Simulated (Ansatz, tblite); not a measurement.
# LiGeN with GFN1-xTB from a Python script

These are simulated results from tblite 0.8.0, not measurements. The cell began as a database structure and was relaxed with r2SCAN in plane waves (Ansatz 0.2.0). It may be hypothetical. All runs are without spin polarisation.

The symmetry is P6_3mc (No. 186, hexagonal); a = 2.987 Å, c = 9.353 Å in the conventional setting, 12.05 Å³ an atom. Li is surrounded by 3 N at 2.17 Å; Ge is surrounded by 3 N at 1.98 Å; N is surrounded by 3 Ge at 1.98 Å and 3 Li at 2.17 Å.

tblite solves periodic systems at the zone centre alone, so the script builds a cluster of 4×4×1 conventional cells (96 atoms), which folds in a coarse mesh of k points.

Input script:

```python
import json
from ase import Atoms
from ase.build import make_supercell
from ase.units import Bohr, GPa, Hartree
from tblite.interface import Calculator

atoms = Atoms(['Li', 'Li', 'Ge', 'Ge', 'N', 'N'],
              cell=[[2.98706921, 0.0, 0.0], [-1.49353461, 2.58687782, 0.0], [0.0, 0.0, 9.35305774]],
              scaled_positions=[[0.666666667, 0.333333333, 0.743179816], [0.333333333, 0.666666667, 0.243179816], [0.0, 0.0, 0.49882732], [0.0, 0.0, 0.99882732], [0.333333333, 0.666666667, 0.602630864], [0.666666667, 0.333333333, 0.102630864]],
              pbc=True)
cluster = make_supercell(atoms, [[4, 0, 0], [0, 4, 0], [0, 0, 1]])
calc = Calculator('GFN1-xTB', cluster.numbers, cluster.positions / Bohr, lattice=cluster.cell[:] / Bohr, periodic=cluster.pbc)
calc.set('temperature', 0.02 / Hartree)
calc.set('max-iter', 150)
res = calc.singlepoint()
levels = res.get('orbital-energies') * Hartree
nv = round(res.get('orbital-occupations').sum() / 2)
cells = len(cluster) // len(atoms)
out = {'energy_per_cell': res.get('energy') * Hartree / cells, 'homo': levels[nv - 1], 'lumo': levels[nv],
       'stress': (-res.get('virial') * Hartree / cluster.get_volume() / GPa).tolist(), 'charges': res.get('charges')[:len(atoms)].tolist(), 'electrons': 2 * nv / cells}
json.dump(out, open('results.json', 'w'))
for key, value in out.items():
    print(key, value)
```

Command: `python run.py`. It took 7.2 s on 1 thread of Arm Neoverse V2 (shared host), peak memory 0.13 GiB.

Output:

```
------------------------------------------------------------
  cycle        total energy    energy error   density error
------------------------------------------------------------
      1     -133.4217079368  -1.3313368E+02   1.0484651E+00
      2     -126.9386624082   6.4830455E+00   1.2689540E+00
      3     -143.1976813153  -1.6259019E+01   6.5115599E-01
      4     -160.8866311426  -1.7688950E+01   4.3937648E-01
      5     -168.6015880411  -7.7149569E+00   1.1667859E-01
      6     -169.0089438044  -4.0735576E-01   7.3538202E-02
      7     -169.2412403500  -2.3229655E-01   1.6698958E-02
      8     -169.2355839883   5.6563618E-03   1.4438098E-02
      9     -169.2529581567  -1.7374168E-02   2.5669939E-03
     10     -169.2530859628  -1.2780619E-04   2.1341696E-03
     11     -169.2530973822  -1.1419390E-05   1.7662931E-03
     12     -169.2531145029  -1.7120700E-05   1.3319830E-03
     13     -169.2531322013  -1.7698352E-05   1.0003309E-03
     14     -169.2531497627  -1.7561365E-05   3.6873269E-04
     15     -169.2531562768  -6.5141567E-06   5.8230078E-05
     16     -169.2531563029  -2.6063162E-08   4.1883042E-05
     17     -169.2531563723  -6.9435060E-08   2.0705045E-05
     18     -169.2531563835  -1.1188035E-08   8.5067479E-06
------------------------------------------------------------

 total:                                   6.707 sec
energy_per_cell -287.8508108871185
homo -9.765096639638392
lumo -7.206844320447365
stress [[3.852499274181215, -5.248013438416556e-06, 2.5096188486920914e-06], [-5.248013438818898e-06, 3.8524930140733535, 4.391938402131828e-06], [2.5096188487687407e-06, 4.391938402093828e-06, -5.137720104514607]]
charges [0.15246937372270275, 0.15248292662341956, 0.36637967815744127, 0.3663639498257443, -0.5188675236372253, -0.5188635952215237]
electrons 20.0
```

The cycle table is in hartree for the whole cluster, and the lines after it are in eV (the energy for one cell). The printed stress is in GPa and positive in compression, and the pressure is its mean diagonal.

GFN1-xTB gives a gap of 2.56 eV. On the same cell, plane-wave PBE (Ansatz, 12×12×4 k points and the special points) gives a gap of 1.51 eV and r2SCAN a gap of 1.83 eV; on shared hosts these took about 9.5 and 22 core-seconds on the 6-atom cell, against 7.2 for the script. Semilocal gaps usually lie below measured ones. xTB was fitted to molecules, so gaps, charges and pressures of solids can be far off, and the gap also depends on the size of the cluster.

The same script was run on cells scaled at fixed shape and fractional coordinates:

```json
{"volume (Å³/atom)": "10.60", "energy (meV/atom)": "76.2", "pressure (GPa, positive in compression)": "17.97", "gap (eV)": "2.82"}
{"volume (Å³/atom)": "11.32", "energy (meV/atom)": "19.0", "pressure (GPa, positive in compression)": "7.96", "gap (eV)": "2.72"}
{"volume (Å³/atom)": "12.05", "energy (meV/atom)": "0.0", "pressure (GPa, positive in compression)": "0.86", "gap (eV)": "2.56"}
{"volume (Å³/atom)": "12.77", "energy (meV/atom)": "8.3", "pressure (GPa, positive in compression)": "-4.24", "gap (eV)": "2.13"}
{"volume (Å³/atom)": "13.49", "energy (meV/atom)": "36.2", "pressure (GPa, positive in compression)": "-7.93", "gap (eV)": "1.77"}
```

A Birch-Murnaghan fit puts the minimum at 12.15 Å³/atom, 0.9 % above the given cell, with a bulk modulus of 96 GPa at fixed shape.

xTB was fitted mostly to molecules, and a small cluster samples few k points, so gaps, pressures and kinks along a curve can be far from a solid's.

The runs are scalar-relativistic, without spin-orbit coupling.
